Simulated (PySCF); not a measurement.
# C2H9BN−: electronic excitations at several levels of theory

Aim: compute the electronic excitations of C2H9BN− (`C[BH2-]NC`) at several levels, and see how far they spread and what each costs.

Programs: PySCF 2.14.0, with density-fitted response routines of our own. Each step states its level of theory. These are calculated values for one molecule in the gas phase, unless marked as measured. Atoms count from 0, in the outputs and in this text.

## 1. The molecule as given

13 atoms, charge -1, multiplicity 1; geometry from: GFN2-xTB.

Bonds of the start (Å): C0–B1 1.64, B1–N2 1.56, N2–C3 1.43, C0–H4 1.09, C0–H5 1.09, C0–H6 1.09, B1–H7 1.25, B1–H8 1.22, N2–H9 1.02, C3–H10 1.12, C3–H11 1.09, C3–H12 1.11.

## 2. Geometry optimisation at PBE0-D3(BJ)/def2-SVP

What the job is given:

```
{"job": {"xc": "PBE0", "basis": "def2-SVP", "d3": "d3bj", "grid": 1, "kind": "geom"}, "charge": -1, "multiplicity": 1}
C      1.882800     0.547885    -0.103280
B      0.534647    -0.239451     0.414799
N     -0.706541     0.368158    -0.317585
C     -1.944743    -0.285721    -0.021356
H      2.784894     0.177180     0.393023
H      1.827396     1.620484     0.094832
H      2.046590     0.432810    -1.179597
H      0.634822    -1.457345     0.167371
H      0.379691    -0.090627     1.620114
H     -0.545728     0.316353    -1.321850
H     -1.983585    -1.369951    -0.282043
H     -2.120563    -0.217766     1.055736
H     -2.794068     0.198479    -0.537893
```

Output:

```text
step   0  E = -160.93421382  max force = 0.017147
step   1  E = -160.93585050  max force = 0.003940
step   2  E = -160.93591810  max force = 0.001489
step   3  E = -160.93592734  max force = 0.000270
optimisation converged
```

Run time: 10 s. Hardware: 1 thread, shared host.

The steps of the relaxation:

```csv
step,energy from step 0 (eV),largest force component (eV/Å)
0,0.0000,0.8817
1,-0.0445,0.2026
2,-0.0464,0.0766
3,-0.0466,0.0139
```

Distances of close pairs at the start and the end, largest changes first:

```csv
bond,before (Å),after (Å),change (Å)
B1–H8,1.224,1.260,+0.036
B1–H7,1.247,1.278,+0.031
C0–H6,1.095,1.111,+0.016
C0–H5,1.092,1.108,+0.016
B1–N2,1.564,1.549,-0.015
C3–H11,1.093,1.107,+0.013
C0–H4,1.094,1.107,+0.013
C3–H10,1.116,1.124,+0.008
```

The end geometry stands in the next job.

```csv
at the end point,value
point group (found at 0.08 Å tolerance),C1
"rotational constants (GHz, main isotopes)","23.969, 3.599, 3.371"
```

## 3. Ultraviolet spectrum: PBE0/aug-cc-pVDZ

What the job is given:

```
{"job": {"kind": "uv", "xc": "PBE0", "basis": "aug-cc-pVDZ"}, "charge": -1, "multiplicity": 1}
C      1.606885     0.373975    -0.081929
B      0.246491    -0.391198     0.419456
N     -0.994230     0.219907    -0.277014
C     -2.230631    -0.434610     0.009551
H      2.515499    -0.019207     0.412909
H      1.571930     1.463280     0.119885
H      1.780117     0.266102    -1.174210
H      0.357672    -1.643047     0.186626
H      0.111926    -0.261777     1.665753
H     -0.846528     0.204729    -1.286542
H     -2.268799    -1.533554    -0.221894
H     -2.443806    -0.365173     1.093368
H     -3.098080     0.026793    -0.513307
```

Level: TDDFT PBE0/aug-cc-pVDZ, vertical, gas phase, core orbitals frozen in the response.

Output:

```text
coarse grid: 9904 points
cycle   1  E = -160.9354886887  dE =  4.630e-02  |g| = 6.204e-01  |ddm| = 8.001e+00
cycle   2  E = -160.6858014279  dE =  2.497e-01  |g| = 1.118e+00  |ddm| = 2.625e+01
cycle   3  E = -161.0595081213  dE = -3.737e-01  |g| = 1.377e-01  |ddm| = 2.548e+01
cycle   4  E = -161.0632801759  dE = -3.772e-03  |g| = 5.376e-02  |ddm| = 3.525e-01
cycle   5  E = -161.0640009496  dE = -7.208e-04  |g| = 8.120e-03  |ddm| = 2.410e-01
cycle   6  E = -161.0640195248  dE = -1.858e-05  |g| = 2.937e-03  |ddm| = 4.945e-02
cycle   7  E = -161.0640221093  dE = -2.585e-06  |g| = 6.113e-04  |ddm| = 2.102e-02
final grid: 92968 points
cycle   8  E = -161.0717614377  dE = -2.413e-05  |g| = 7.678e-03  |ddm| = 1.802e-01
cycle   9  E = -161.0717479388  dE =  1.350e-05  |g| = 1.059e-02  |ddm| = 4.604e-02
cycle  10  E = -161.0717771283  dE = -2.919e-05  |g| = 1.031e-03  |ddm| = 2.399e-02
cycle  11  E = -161.0717773653  dE = -2.370e-07  |g| = 1.552e-04  |ddm| = 2.215e-03
cycle  12  E = -161.0717773711  dE = -5.778e-09  |g| = 3.678e-05  |ddm| = 9.171e-04
cycle  13  E = -161.0717773715  dE = -3.861e-10  |g| = 1.444e-05  |ddm| = 2.479e-04
converged SCF energy = -161.0717773715

Static polarisability (au): isotropic 77.913, principal 68.035 76.211 89.494

Singlet excitations
state   eV       nm        f      main configurations
  1   2.8039    442.2   0.00570   H->L 0.98
  2   3.1667    391.5   0.00931   H->L+1 0.93
  3   3.3199    373.5   0.02640   H->L+2 0.92
  4   3.3796    366.9   0.04538   H->L+3 0.99
  5   3.7972    326.5   0.00604   H->L+4 0.96
  6   3.9038    317.6   0.00288   H->L+5 0.77, H->L+6 0.20
  7   3.9342    315.1   0.00828   H->L+6 0.78, H->L+5 0.21
  8   4.3243    286.7   0.01486   H->L+7 0.94
  9   4.4682    277.5   0.01437   H->L+8 0.89
 10   4.6159    268.6   0.00086   H-1->L 0.91

Triplet excitations (Tamm-Dancoff, eV): 2.7365 3.1313 3.2633 3.3378
```

Run time: 12 s. Hardware: 1 thread, shared host.

Frontier orbitals and where they lie:

```csv
orbital,eV,atoms
HOMO−3,-3.70,"N2 31 %, B1 18 %, C0 14 %"
HOMO−2,-2.62,"C0 28 %, B1 26 %, N2 13 %"
HOMO−1,-2.31,"B1 34 %, H8 25 %, C0 15 %"
HOMO,-0.62,"N2 46 %, B1 18 %, H7 12 %"
LUMO,3.01,"H12 39 %, H10 16 %, H11 10 %"
LUMO+1,3.30,"H6 22 %, H4 18 %, H5 15 %"
LUMO+2,3.52,"B1 43 %, H11 13 %, C3 10 %"
```

With each of the 10 states as a Gaussian band of 0.4 eV half-width at 1/e, the curve within the window shown has maxima at 369 nm (ε 3,400), 289 nm (ε 1,400) L/(mol cm). Beyond the last state computed it falls off for lack of states. The curve at chosen wavelengths:

| nm | ε (L/mol/cm) |
| --- | --- |
| 252 | 255 |
| 264 | 729 |
| 277 | 1223 |
| 289 | 1357 |
| 302 | 1305 |
| 314 | 1365 |
| 326 | 1688 |
| 339 | 2307 |
| 351 | 2919 |
| 364 | 3321 |
| 376 | 3303 |
| 388 | 2954 |
| 401 | 2376 |
| 413 | 1819 |
| 426 | 1299 |
| 438 | 930 |
| 450 | 661 |
| 463 | 457 |
| 475 | 326 |
| 488 | 228 |
| 500 | 163 |
| 512 | 116 |
| 525 | 80 |
| 537 | 57 |
| 550 | 38 |
| 562 | 27 |

Ground-state properties from the same run:

```csv
property,computed
polarisability (Å³),11.55
HOMO–LUMO gap (eV),3.63
−ε(HOMO) (eV),0.62
```

## 4. TDDFT and polarisability: PBE0/def2-TZVPD

Same as in step 3 but for these lines:

```diff
@@ -1,2 +1,2 @@
-{"job": {"kind": "uv", "xc": "PBE0", "basis": "aug-cc-pVDZ"}, "charge": -1, "multiplicity": 1}
+{"job": {"kind": "uv", "xc": "PBE0", "basis": "def2-TZVPD"}, "charge": -1, "multiplicity": 1}
 C      1.606885     0.373975    -0.081929
```

Method: TDDFT PBE0/def2-TZVPD, vertical, gas phase, core orbitals frozen in the response.

Output:

```text
coarse grid: 9904 points
cycle   1  E = -160.9928561280  dE =  2.177e-02  |g| = 6.383e-01  |ddm| = 2.621e+00
cycle   2  E = -160.8122637132  dE =  1.806e-01  |g| = 1.048e+00  |ddm| = 1.686e+01
cycle   3  E = -161.1223621811  dE = -3.101e-01  |g| = 1.074e-01  |ddm| = 1.526e+01
cycle   4  E = -161.1242959698  dE = -1.934e-03  |g| = 5.157e-02  |ddm| = 4.159e-01
cycle   5  E = -161.1248786541  dE = -5.827e-04  |g| = 6.814e-03  |ddm| = 1.258e-01
cycle   6  E = -161.1248895514  dE = -1.090e-05  |g| = 2.610e-03  |ddm| = 2.824e-02
cycle   7  E = -161.1248912570  dE = -1.706e-06  |g| = 4.797e-04  |ddm| = 1.006e-02
final grid: 92968 points
cycle   8  E = -161.1135277889  dE = -5.651e-05  |g| = 7.769e-03  |ddm| = 1.959e-01
cycle   9  E = -161.1135147799  dE =  1.301e-05  |g| = 1.060e-02  |ddm| = 7.521e-02
cycle  10  E = -161.1135424871  dE = -2.771e-05  |g| = 1.044e-03  |ddm| = 3.884e-02
cycle  11  E = -161.1135427045  dE = -2.174e-07  |g| = 2.860e-04  |ddm| = 3.882e-03
cycle  12  E = -161.1135427220  dE = -1.757e-08  |g| = 4.030e-05  |ddm| = 6.473e-04
cycle  13  E = -161.1135427224  dE = -3.901e-10  |g| = 1.556e-05  |ddm| = 3.094e-04
converged SCF energy = -161.1135427224

Static polarisability (au): isotropic 74.093, principal 65.625 71.681 84.972

Singlet excitations
state   eV       nm        f      main configurations
  1   3.4689    357.4   0.00730   H->L 0.97
  2   3.8900    318.7   0.01150   H->L+1 0.97
  3   4.3816    283.0   0.04237   H->L+2 0.88, H->L+3 0.10
  4   4.7972    258.5   0.00436   H->L+3 0.87, H->L+2 0.10
  5   5.2274    237.2   0.00720   H-1->L 0.92
  6   5.3458    231.9   0.09753   H->L+4 0.94
  7   5.5165    224.8   0.01434   H-2->L 0.66, H-1->L+1 0.31
  8   5.5722    222.5   0.01999   H->L+5 0.66, H-1->L+1 0.19, H-2->L 0.09
  9   5.6364    220.0   0.03552   H-1->L+1 0.46, H->L+5 0.26, H-2->L 0.20
 10   5.8525    211.8   0.07863   H-2->L+1 0.89

Triplet excitations (Tamm-Dancoff, eV): 3.3469 3.8370 4.2775 4.6966
```

It took 18 s on 1 thread, shared host.

Key values: HOMO -0.62 eV, LUMO 3.82 eV; lowest singlet 3.47 eV.

## 5. TDDFT and polarisability: PBE0/6-31+G*

Same as in step 4 but for these lines:

```diff
@@ -1,2 +1,2 @@
-{"job": {"kind": "uv", "xc": "PBE0", "basis": "def2-TZVPD"}, "charge": -1, "multiplicity": 1}
+{"job": {"kind": "uv", "xc": "PBE0", "basis": "6-31+G*"}, "charge": -1, "multiplicity": 1}
 C      1.606885     0.373975    -0.081929
```

Level: TDDFT PBE0/6-31+G*, vertical, gas phase, core orbitals frozen in the response.

Output:

```text
coarse grid: 9904 points
cycle   1  E = -160.9570678877  dE =  3.640e-02  |g| = 6.248e-01  |ddm| = 2.841e+00
cycle   2  E = -160.7886707180  dE =  1.684e-01  |g| = 1.001e+00  |ddm| = 5.771e+00
cycle   3  E = -161.0830558885  dE = -2.944e-01  |g| = 9.957e-02  |ddm| = 4.882e+00
cycle   4  E = -161.0848026615  dE = -1.747e-03  |g| = 4.631e-02  |ddm| = 1.654e-01
cycle   5  E = -161.0853135446  dE = -5.109e-04  |g| = 6.565e-03  |ddm| = 6.262e-02
cycle   6  E = -161.0853244209  dE = -1.088e-05  |g| = 2.200e-03  |ddm| = 1.475e-02
cycle   7  E = -161.0853257375  dE = -1.317e-06  |g| = 4.056e-04  |ddm| = 4.878e-03
final grid: 92968 points
cycle   8  E = -161.0517856390  dE = -1.640e-05  |g| = 7.943e-03  |ddm| = 4.054e-02
cycle   9  E = -161.0517715181  dE =  1.412e-05  |g| = 1.095e-02  |ddm| = 2.889e-02
cycle  10  E = -161.0518027110  dE = -3.119e-05  |g| = 9.712e-04  |ddm| = 1.635e-02
cycle  11  E = -161.0518029238  dE = -2.128e-07  |g| = 1.324e-04  |ddm| = 1.223e-03
cycle  12  E = -161.0518029277  dE = -3.886e-09  |g| = 3.098e-05  |ddm| = 3.023e-04
cycle  13  E = -161.0518029279  dE = -2.408e-10  |g| = 1.401e-05  |ddm| = 1.104e-04
converged SCF energy = -161.0518029279

Static polarisability (au): isotropic 67.398, principal 59.579 66.084 76.530

Singlet excitations
state   eV       nm        f      main configurations
  1   3.3605    368.9   0.00897   H->L 0.87, H->L+1 0.10
  2   3.5218    352.0   0.01761   H->L+1 0.89, H->L 0.10
  3   4.0515    306.0   0.01546   H->L+2 0.96
  4   4.3917    282.3   0.09175   H->L+3 0.99
  5   4.8200    257.2   0.00676   H->L+4 0.90
  6   4.9107    252.5   0.01679   H->L+5 0.87
  7   5.1616    240.2   0.02409   H-1->L 0.74, H-1->L+1 0.23
  8   5.2561    235.9   0.03579   H-1->L+1 0.70, H-1->L 0.18
  9   5.2955    234.1   0.02199   H->L+6 0.96
 10   5.4546    227.3   0.02022   H-2->L 0.65, H-2->L+1 0.27

Triplet excitations (Tamm-Dancoff, eV): 3.2382 3.4739 3.9773 4.2073
```

It took 5.1 s on 1 thread, shared host.

Key values: HOMO -0.52 eV, LUMO 3.83 eV; lowest singlet 3.36 eV.

## 6. Run by run: electronic excitations

Excitations and ground-state properties, with basis size and wall time:

```csv
run,lowest singlet (eV),brightest (eV),f,gap (eV),α (Å³),functions,time
PBE0/aug-cc-pVDZ,2.80,3.38,0.045,3.63,11.55,173,12 s
PBE0/def2-TZVPD,3.47,5.35,0.098,4.43,10.98,229,18 s
PBE0/6-31+G*,3.36,4.39,0.092,4.35,9.99,90,5.1 s
```

## 7. Outcome

| quantity | value |
| --- | --- |
| point group | C1 |
| rotational constants (main isotopes) | 23.97, 3.60, 3.37 GHz |
| lowest singlet (PBE0/aug-cc-pVDZ) | 2.80 eV (442 nm), f = 0.006 |
| brightest single state of those computed | state 4, 3.38 eV, f = 0.045 |
| lowest triplet | 2.74 eV |
| range of the lowest singlet | 2.80 to 3.47 eV |

What this shows: Single values in the summary come from the first run of each kind that ended normally (PBE0/aug-cc-pVDZ), which need not be the best level. The optimisation took 3 steps and gained 0.047 eV; among the close pairs (by a distance rule), B1–H8 changed most, from 1.224 to 1.260 Å. The lowest singlet, at 2.80 eV, is HOMO→LUMO 0.98 and is weak; of the 10 states computed, the strongest absorption comes from state 4 at 3.38 eV. The lowest triplet lies 0.07 eV below the lowest singlet (triplets in Tamm-Dancoff, singlets in full TDDFT). The lowest singlet lies above −ε(HOMO); no detachment energy was computed, so the anion's states may not be bound. The lowest singlet runs from 2.80 eV (PBE0/aug-cc-pVDZ) to 3.47 eV (PBE0/def2-TZVPD), while the orbital gap spans 3.63 to 4.43 eV. The lowest state need not be the same one in every run. The runs solved for a few states only, so the brightest column depends on that window.
